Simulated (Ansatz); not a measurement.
# C2H9NSSi: one species, many methods

An exercise on one series of results from a longer session: the logs are not shown, and one member is left open.

Program: Ansatz 0.2.0, Gaussian basis. Level of theory: functionals in def2-TZVPP, the program's frozen cores in correlated methods. These are calculated values, not measurements.

Levels to be run: PBE-D4, r2SCAN-D4, PBE0-D4, B3LYP-D4, ωB97X-V, ωB97M-V, B2PLYP; CCSD(T)/def2-TZVPP; MP2/def2-QZVPP; extrapolation to the limit.

## Structure used throughout

An earlier PBE0-D4 in a triple-zeta def2 set relaxation fixed the geometry.

SMILES `CC(S)N[SiH3]`, 14 atoms, charge 0, spin multiplicity 1.

Atoms are counted from 1 here; the program's logs count them from 0.

Bond lengths: C1–C2 1.516 Å, C1–H6 1.091 Å, C1–H7 1.091 Å, C1–H8 1.093 Å, C2–S3 1.852 Å, C2–N4 1.431 Å, C2–H9 1.093 Å, S3–H10 1.343 Å, N4–Si5 1.724 Å, N4–H11 1.011 Å, Si5–H12 1.486 Å, Si5–H13 1.495 Å, Si5–H14 1.484 Å. Angles: C2–C1–H6 111.2°, C2–C1–H7 109.4°, C2–C1–H8 110.4°, H6–C1–H7 109.1°, H6–C1–H8 108.2°, H7–C1–H8 108.4°, C1–C2–S3 106.2°, C1–C2–N4 111.9°, C1–C2–H9 109.4°, S3–C2–N4 114.5°, S3–C2–H9 106.4°, N4–C2–H9 108.1°, C2–S3–H10 96.2°, C2–N4–Si5 123.1°, C2–N4–H11 112.6°, Si5–N4–H11 117.6°, N4–Si5–H12 108.1°, N4–Si5–H13 114.7° and more.

The first run:

Contents of in.yaml:

```yaml
crystal:
  periodic: [false, false, false]
  atoms:
    - {symbol: C, position_ang: [-1.445648, 1.283315, 0.605180]}
    - {symbol: C, position_ang: [-0.115818, 0.589771, 0.385068]}
    - {symbol: S, position_ang: [1.064201, 1.899830, -0.181784]}
    - {symbol: N, position_ang: [-0.234906, -0.525720, -0.503305]}
    - {symbol: Si, position_ang: [0.850412, -1.864877, -0.484978]}
    - {symbol: H, position_ang: [-1.347577, 2.112250, 1.307989]}
    - {symbol: H, position_ang: [-2.168760, 0.566152, 0.997268]}
    - {symbol: H, position_ang: [-1.829392, 1.679804, -0.338891]}
    - {symbol: H, position_ang: [0.265783, 0.222876, 1.341371]}
    - {symbol: H, position_ang: [2.131177, 1.093243, -0.297640]}
    - {symbol: H, position_ang: [-0.656119, -0.275555, -1.387165]}
    - {symbol: H, position_ang: [0.893303, -2.405173, 0.898789]}
    - {symbol: H, position_ang: [2.255527, -1.534083, -0.872352]}
    - {symbol: H, position_ang: [0.325115, -2.870929, -1.440653]}
basis:
  gaussian: {orbitals: def2-TZVPP}
hamiltonian: {xc: pbe, dispersion: d4}
output: {forces: true, orbitals: {seedname: orbitals}}
```

Started as:

```sh
> ansatz run in.yaml --threads 4 --pin off --events-out ev --progress --plain --max-ram 10444MiB
```

Steps of the session up to this table: PBE-D4 (GGA); r2SCAN-D4 (meta-GGA); PBE0-D4 (hybrid); B3LYP-D4 (hybrid); ωB97X-V (range-separated); ωB97M-V (range-separated); B2PLYP (double hybrid); CCSD(T) in def2-TZVPP; MP2 in def2-QZVPP.

One table of the session follows, with a row left open; its other results are not shown here.

It belongs to the step «Atomisation energies». 

| method | atomisation energy (kJ/mol) |
| --- | --- |
| PBE-D4 | 4918.4 |
| r2SCAN-D4 | 4851.8 |
| PBE0-D4 | ? |
| B3LYP-D4 | 4864.4 |
| ωB97X-V | 4883.9 |
| ωB97M-V | 4878.9 |
| B2PLYP | 4796.0 |
| HF/def2-TZVPP | 3518.8 |
| MP2/def2-TZVPP | 4757.8 |
| CCSD/def2-TZVPP | 4663.0 |
| CCSD(T)/def2-TZVPP | 4727.9 |
| MP2/CBS | 4889.2 |
| CCSD(T)/CBS | 4859.3 |

Estimate the missing values for PBE0-D4.

**Answer.** atomisation energy (kJ/mol): 4856.1. In the column «atomisation energy (kJ/mol)» it lies between r2SCAN-D4 (4851.8) and CCSD(T)/CBS (4859.3).

Caveats from the session: Free atoms (2 C, 1 S, 1 N, 1 Si, 9 H) were run apart at each level; the atomisation energy is their sum less the molecule, without zero-point or spin-orbit terms.
